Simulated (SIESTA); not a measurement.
# Ba2Tl5V3O12 (P-4) in SIESTA: equation of state

How stiff is Ba2Tl5V3O12 in PBE, and what volume does it want? The cell is scaled to several volumes.

Everything below comes from runs of SIESTA 5.4.2. Logs are shortened: lines on timing, memory, paths and dates and some standing lists are left out, and cuts for length are marked.

### 1 Starting point

Symmetry: P-4, No. 81, tetragonal system. Conventional cell: a = 6.545 Å, b = 6.545 Å, c = 13.575 Å, α = 90.00°, β = 90.00°, γ = 90.00°. Ba (site symmetry 2) is surrounded by 8 O at 2.82 to 2.88 Å. V (site symmetry -4) is surrounded by 4 O at 1.73 Å. V (site symmetry -4) is surrounded by 4 O at 1.74 Å. Around V (site symmetry -4) lie 4 O at 1.73 Å. Tl (site symmetry 2) is surrounded by 4 O at 2.65 to 2.67 Å. Around Tl (site symmetry 2) lie 4 O at 2.69 Å. Tl (site symmetry -4) has 4 O at 3.29 Å and 4 Tl at 3.30 Å as nearest neighbours. O (site symmetry 1) is surrounded by 1 V at 1.73 Å.

The cell was built by a generator and needn't be a form met in nature.

### 2 Single point, PBE, collinear spin, ferromagnetic start, 24.85 Å³/atom

Ba2Tl5V3O12.fdf reads:

```
SystemName                      Ba2Tl5V3O12
SystemLabel                     Ba2Tl5V3O12
NumberOfSpecies                 4
NumberOfAtoms                   22
%block ChemicalSpeciesLabel
  1  56 Ba
  2  23 V
  3  81 Tl
  4   8 O
%endblock ChemicalSpeciesLabel

LatticeConstant                 1.0 Ang
%block LatticeVectors
     6.4118612829     0.0000000000     0.0000000000
     0.0000000000     6.4118612829     0.0000000000
     0.0000000000     0.0000000000    13.2977246920
%endblock LatticeVectors
AtomicCoordinatesFormat         Fractional
%block AtomicCoordinatesAndAtomicSpecies
     0.5000000000     0.0000000000     0.5632200000  1  Ba
     0.0000000000     0.5000000000     0.4367800000  1  Ba
     0.0000000000     0.0000000000     0.5000000000  2  V
     0.0000000000     0.0000000000     0.0000000000  2  V
     0.5000000000     0.5000000000     0.5000000000  2  V
     0.5000000000     0.0000000000     0.0298000000  3  Tl
     0.0000000000     0.5000000000     0.6884000000  3  Tl
     0.0000000000     0.5000000000     0.9702000000  3  Tl
     0.5000000000     0.0000000000     0.3116000000  3  Tl
     0.5000000000     0.5000000000     0.0000000000  3  Tl
     0.8162200000     0.8885300000     0.4263200000  4  O
     0.8885300000     0.1837800000     0.5736800000  4  O
     0.1114700000     0.8162200000     0.5736800000  4  O
     0.1837800000     0.1114700000     0.4263200000  4  O
     0.8227600000     0.8584900000     0.9330000000  4  O
     0.8584900000     0.1772400000     0.0670000000  4  O
     0.1415100000     0.8227600000     0.0670000000  4  O
     0.1772400000     0.1415100000     0.9330000000  4  O
     0.6832300000     0.6111300000     0.5741000000  4  O
     0.6111300000     0.3167700000     0.4259000000  4  O
     0.3888700000     0.6832300000     0.4259000000  4  O
     0.3167700000     0.3888700000     0.5741000000  4  O
%endblock AtomicCoordinatesAndAtomicSpecies

%block kgrid.MonkhorstPack
    4   0   0  0.0
    0   4   0  0.0
    0   0   2  0.0
%endblock kgrid.MonkhorstPack
XC.Functional                   GGA
XC.Authors                      PBE
PAO.BasisSize                   DZP
PAO.EnergyShift                 0.003 Ry
Mesh.Cutoff                     800 Ry
Spin                            polarized
%block DM.InitSpin
    1   0.000
    2   0.000
    3   2.000
    4   2.000
    5   2.000
    6   0.000
    7   0.000
    8   0.000
    9   0.000
   10   0.000
   11   0.000
   12   0.000
   13   0.000
   14   0.000
   15   0.000
   16   0.000
   17   0.000
   18   0.000
   19   0.000
   20   0.000
   21   0.000
   22   0.000
%endblock DM.InitSpin
OccupationFunction              FD
ElectronicTemperature           0.05 eV
MaxSCFIterations                200
SCF.MustConverge                false
SCF.Mixer.Method                Pulay
SCF.Mixer.Weight                0.1
SCF.Mixer.History               10
SCF.DM.Tolerance                5.0e-05
SCF.H.Tolerance                 1.0e-03 eV
WriteForces                     true
Charge.Mulliken                 end
%block PAO.Basis
  Ba 5
  n=5 0 2
    4.395 0.000
  n=6 0 2
    9.500 0.000
  n=5 1 2
    5.243 0.000
  n=6 1 1
    9.500
  n=5 2 1
    7.000
  V 5
  n=3 0 2
    2.991 0.000
  n=4 0 2
    8.463 0.000
  n=3 1 2
    3.380 0.000
  n=4 1 1
    8.463
  n=3 2 2
    5.772 0.000
  Tl 4
  n=6 0 2
    6.628 0.000
  n=6 1 2
    9.500 0.000
  n=5 2 2
    4.502 0.000
  n=6 2 1
    9.500
%endblock PAO.Basis
Diag.ParallelOverK              true
```

Potentials or basis: PseudoDojo 0.4 standard (PBE files), DZP (energy shift 0.003 Ry; two zetas on semicore shells; d shell added on Ba).

Started as:

```sh
mpirun -n 4 siesta Ba2Tl5V3O12.fdf > Ba2Tl5V3O12.out 2>&1
```

Ba2Tl5V3O12.out:

```text
Version         : 5.4.2

[... 6 lines left out ...]
 NOTE: Please see the manual for full details and compatibility measures.

reinit: Reading from file Ba2Tl5V3O12.fdf

reinit: -----------------------------------------------------------------------
reinit: System Name: Ba2Tl5V3O12
reinit: -----------------------------------------------------------------------
reinit: System Label: Ba2Tl5V3O12
reinit: -----------------------------------------------------------------------

NOTE on units for spin output:
{S} is the spin magnetic moment, in units of the Bohr magneton,
assuming a g-factor for the electron spin of exactly 2.
The spin magnetic moment is then numerically equal to the charge inbalance,
in units of electrons, between the spin-up and -down channels.

initatom: Reading input for the pseudopotentials and atomic orbitals ----------
Species number:   1 Atomic number:   56 Label: Ba
Species number:   2 Atomic number:   23 Label: V
Species number:   3 Atomic number:   81 Label: Tl
Species number:   4 Atomic number:    8 Label: O

Ground state valence configuration (from tables):   6s02  6p00  5d00  4f00
Ground state valence configuration (from tables):   4s02  4p00  3d03  4f00
Ground state valence configuration (from tables):   6s02  6p01  6d00  5f00
Ground state valence configuration (from tables):   2s02  2p04  3d00  4f00

---- Processing specs for species: Ba
Reading pseudopotential information in PSML from:
  Ba.psml
PSML file version: 1.1
Using libxc ids:  101 130
GGA--PBE XC_GGA_X_PBE--XC_GGA_C_PBE pb
Semicore shell(s) with  8 electrons included in the valence for Ba

---- Processing specs for species: V
Reading pseudopotential information in PSML from:
  V.psml
PSML file version: 1.1
Using libxc ids:  101 130
GGA--PBE XC_GGA_X_PBE--XC_GGA_C_PBE pb
Semicore shell(s) with  8 electrons included in the valence for V

---- Processing specs for species: Tl
Reading pseudopotential information in PSML from:
  Tl.psml
PSML file version: 1.1
Using libxc ids:  101 130
GGA--PBE XC_GGA_X_PBE--XC_GGA_C_PBE pb
Semicore shell(s) with 10 electrons included in the valence for Tl

---- Processing specs for species: O
Reading pseudopotential information in PSML from:
  O.psml
PSML file version: 1.1
Using libxc ids:  101 130
GGA--PBE XC_GGA_X_PBE--XC_GGA_C_PBE pb

---- Pseudopotential check for Ba

Pseudized shells:
5s( 2.00) rc: 2.15
5p( 6.00) rc: 1.90
5d( 0.00) rc: 2.15
Valence configuration for ps generation: 5s:5p:6s: Total charge:  10.000000
Semicore shell(s): 5s 5p

---- Pseudopotential check for V

Pseudized shells:
3s( 2.00) rc: 1.30
3p( 6.00) rc: 1.30
3d( 3.00) rc: 1.65
Valence configuration for ps generation: 3s:3p:3d:4s: Total charge:  13.000000
Semicore shell(s): 3s 3p
[... 1242 lines left out ...]
  20  3.348   0.979  -0.041   0.866   0.879   0.918  -0.080  -0.080  -0.106
              0.003   0.003   0.003   0.002   0.003
  21  3.348   0.979  -0.041   0.866   0.879   0.918  -0.080  -0.080  -0.106
              0.003   0.003   0.003   0.002   0.003
  22  3.348   0.979  -0.041   0.918   0.879   0.866  -0.106  -0.080  -0.080
              0.003   0.002   0.003   0.003   0.003

mulliken: Qtot =       98.000

mulliken: Spin DOWN

Species: Ba
Atom  Qatom  Qorb
               5s      5s      6s      6s      5py     5pz     5px     5py
               5pz     5px     6py     6pz     6px     5dxy    5dyz    5dz2
               5dxz    5dx2-y2
   1  4.347   0.952   0.018  -0.000   0.041   0.965   0.977   0.965   0.026
              0.015   0.027   0.012   0.019   0.011   0.078   0.055   0.059

              0.055   0.072
   2  4.347   0.952   0.018  -0.000   0.041   0.965   0.977   0.965   0.027
              0.015   0.026   0.011   0.019   0.012   0.078   0.055   0.059

              0.055   0.072

Species: V
Atom  Qatom  Qorb
               3s      3s      4s      4s      3py     3pz     3px     3py
               3pz     3px     4py     4pz     4px     3dxy    3dyz    3dz2
               3dxz    3dx2-y2 3dxy    3dyz    3dz2    3dxz    3dx2-y2
   3  5.924   0.959   0.026   0.087   0.089   0.967   0.965   0.967   0.032
              0.035   0.032   0.074   0.070   0.074   0.254   0.225   0.237
[... 5 lines left out ...]
              0.224   0.273   0.081   0.096   0.039   0.096   0.024
   5  5.930   0.958   0.026   0.094   0.085   0.967   0.965   0.967   0.032
              0.035   0.032   0.075   0.072   0.075   0.251   0.225   0.237

              0.225   0.263   0.071   0.100   0.040   0.100   0.034

Species: Tl
Atom  Qatom  Qorb
               6s      6s      6py     6pz     6px     6py     6pz     6px
               5dxy    5dyz    5dz2    5dxz    5dx2-y2 5dxy    5dyz    5dz2
               5dxz    5dx2-y2 6dxy    6dyz    6dz2    6dxz    6dx2-y2
   6  6.321   0.845   0.044   0.071   0.070   0.039   0.061   0.033   0.071
              0.975   0.985   0.980   0.972   0.980   0.025   0.014   0.019

              0.028   0.015   0.021   0.018   0.020   0.026   0.008
   7  6.308   0.870   0.047   0.074   0.106   0.074   0.016   0.034   0.017
              0.974   0.970   0.977   0.972   0.971   0.029   0.032   0.022
[... 9 lines left out ...]
              0.032   0.031   0.013   0.004   0.018   0.013   0.015
  10  6.230   0.820   0.086   0.035   0.007   0.035   0.089   0.016   0.089
              0.973   0.980   0.978   0.980   0.980   0.028   0.020   0.023

              0.020   0.013   0.010   0.009   0.005   0.009   0.024

Species: O
Atom  Qatom  Qorb
               2s      2s      2py     2pz     2px     2py     2pz     2px
               3Pdxy   3Pdyz   3Pdz2   3Pdxz   3Pdx2-y2
  11  3.348   0.978  -0.041   0.918   0.877   0.865  -0.106  -0.077  -0.080
              0.003   0.002   0.003   0.003   0.003
  12  3.348   0.978  -0.041   0.865   0.877   0.918  -0.080  -0.077  -0.106
              0.003   0.003   0.003   0.002   0.003
  13  3.348   0.978  -0.041   0.865   0.877   0.918  -0.080  -0.077  -0.106
              0.003   0.003   0.003   0.002   0.003
  14  3.348   0.978  -0.041   0.918   0.877   0.865  -0.106  -0.077  -0.080
              0.003   0.002   0.003   0.003   0.003
  15  3.319   0.968  -0.029   0.874   0.877   0.848  -0.088  -0.073  -0.072
              0.003   0.002   0.003   0.002   0.003
  16  3.319   0.968  -0.029   0.848   0.877   0.874  -0.072  -0.073  -0.088
              0.003   0.002   0.003   0.002   0.003
  17  3.319   0.968  -0.029   0.848   0.877   0.874  -0.072  -0.073  -0.088
              0.003   0.002   0.003   0.002   0.003
  18  3.319   0.968  -0.029   0.874   0.877   0.848  -0.088  -0.073  -0.072
              0.003   0.002   0.003   0.002   0.003
  19  3.348   0.979  -0.041   0.918   0.879   0.866  -0.106  -0.080  -0.080
              0.003   0.002   0.003   0.003   0.003
  20  3.348   0.979  -0.041   0.866   0.879   0.918  -0.080  -0.080  -0.106
              0.003   0.003   0.003   0.002   0.003
  21  3.348   0.979  -0.041   0.866   0.879   0.918  -0.080  -0.080  -0.106
              0.003   0.003   0.003   0.002   0.003
  22  3.348   0.979  -0.041   0.918   0.879   0.866  -0.106  -0.080  -0.080
              0.003   0.002   0.003   0.003   0.003

mulliken: Qtot =       98.000

Mulliken Atomic Populations:
Atom #   charge [q] valence [e]      Sz [e]  Species
     1     1.305864    8.694136    0.000080  Ba
     2     1.305864    8.694136    0.000080  Ba
     3     1.153111   11.846889   -0.000140  V
     4     1.200064   11.799936    0.000557  V
     5     1.139419   11.860581   -0.000136  V
     6     0.357079   12.642921    0.000179  Tl
     7     0.383077   12.616923    0.000083  Tl
     8     0.357079   12.642921    0.000179  Tl
     9     0.383077   12.616923    0.000083  Tl
    10     0.538902   12.461098    0.000138  Tl
    11    -0.695716    6.695716   -0.000005  O
    12    -0.695716    6.695716   -0.000005  O
    13    -0.695716    6.695716   -0.000005  O
    14    -0.695716    6.695716   -0.000005  O
    15    -0.638229    6.638229   -0.000265  O
    16    -0.638229    6.638229   -0.000265  O
    17    -0.638229    6.638229   -0.000265  O
    18    -0.638229    6.638229   -0.000265  O
    19    -0.696939    6.696939   -0.000006  O
    20    -0.696939    6.696939   -0.000006  O
    21    -0.696939    6.696939   -0.000006  O
    22    -0.696939    6.696939   -0.000006  O
 Total    -0.000000               -0.000000

Job completed
```

Wall time 6.8 min (4 MPI ranks of Intel Xeon Platinum 8259CL at 2.50GHz (Skylake/Cascade Lake), shared host); peak memory 0.9 GiB.

Results:

```
Free energy            : -21236.9255 eV
Pressure               : 5.3 GPa
Largest force          : 1.622 eV/Å
Band gap on the k mesh : 1.06 eV, indirect (least direct gap 1.32 eV)
Net moment             : 0.00 μB per cell
```

Caveat: this set's barium file shifts pressures by up to 1 GPa against other sets; spin-orbit coupling is left out, which as a rule narrows the gap of such compounds by several tenths of an eV; the basis of atomic orbitals isn't converged, which shifts pressures, moduli and gaps; forces of over 1 eV/Å show positions far from the minimum, so gaps and moduli don't describe the material at rest.

### 3 Single point, PBE, collinear spin, ferromagnetic start, 25.38 Å³/atom

Changes to Ba2Tl5V3O12.fdf since step 2:

```diff
@@ -13,5 +13,5 @@
 %block LatticeVectors
-     6.4118612829     0.0000000000     0.0000000000
-     0.0000000000     6.4118612829     0.0000000000
-     0.0000000000     0.0000000000    13.2977246920
+     6.4570167233     0.0000000000     0.0000000000
+     0.0000000000     6.4570167233     0.0000000000
+     0.0000000000     0.0000000000    13.3913737260
 %endblock LatticeVectors
```

Potentials or basis: PseudoDojo 0.4 standard (PBE files), DZP (energy shift 0.003 Ry; two zetas on semicore shells; d shell added on Ba).

Started as:

```sh
mpirun -n 4 siesta Ba2Tl5V3O12.fdf > Ba2Tl5V3O12.out 2>&1
```

Wall time 7.2 min (4 MPI ranks of Intel Xeon Platinum 8259CL at 2.50GHz (Skylake/Cascade Lake), shared host); peak memory 0.89 GiB.

The run converged. Its results:

| Quantity | Value |
| --- | --- |
| Free energy | -21237.2457 eV |
| Pressure | 3.6 GPa |
| Largest force | 1.167 eV/Å |
| Band gap on the k mesh | 0.98 eV, indirect (least direct gap 1.23 eV) |
| Net moment | 0.00 μB per cell |

Caveat: this set's barium file shifts pressures by up to 1 GPa against other sets; spin-orbit coupling is left out, which as a rule narrows the gap of such compounds by several tenths of an eV; the basis of atomic orbitals isn't converged, which shifts pressures, moduli and gaps; forces of over 1 eV/Å show positions far from the minimum, so gaps and moduli don't describe the material at rest.

### 4 Single point, PBE, collinear spin, ferromagnetic start, 25.91 Å³/atom

Changes to Ba2Tl5V3O12.fdf since step 3:

```diff
@@ -13,5 +13,5 @@
 %block LatticeVectors
-     6.4570167233     0.0000000000     0.0000000000
-     0.0000000000     6.4570167233     0.0000000000
-     0.0000000000     0.0000000000    13.3913737260
+     6.5015492804     0.0000000000     0.0000000000
+     0.0000000000     6.5015492804     0.0000000000
+     0.0000000000     0.0000000000    13.4837309461
 %endblock LatticeVectors
```

Started as:

```sh
mpirun -n 4 siesta Ba2Tl5V3O12.fdf > Ba2Tl5V3O12.out 2>&1
```

Run time: 7.2 min. Hardware: 4 MPI ranks of Intel Xeon Platinum 8259CL at 2.50GHz (Skylake/Cascade Lake), shared host; peak memory 0.87 GiB.

It converged, with:

```yaml
Free_energy: -21237.4518 eV
Pressure: 2.1 GPa
Largest_force: 0.747 eV/Å
Band_gap_on_the_k_mesh: 0.90 eV, indirect (least direct gap 1.14 eV)
Net_moment: 0.00 μB per cell
```

Caveat: this set's barium file shifts pressures by up to 1 GPa against other sets; spin-orbit coupling is left out, which as a rule narrows the gap of such compounds by several tenths of an eV; the basis of atomic orbitals isn't converged, which shifts pressures, moduli and gaps.

(Continued in part 2 of 2.)
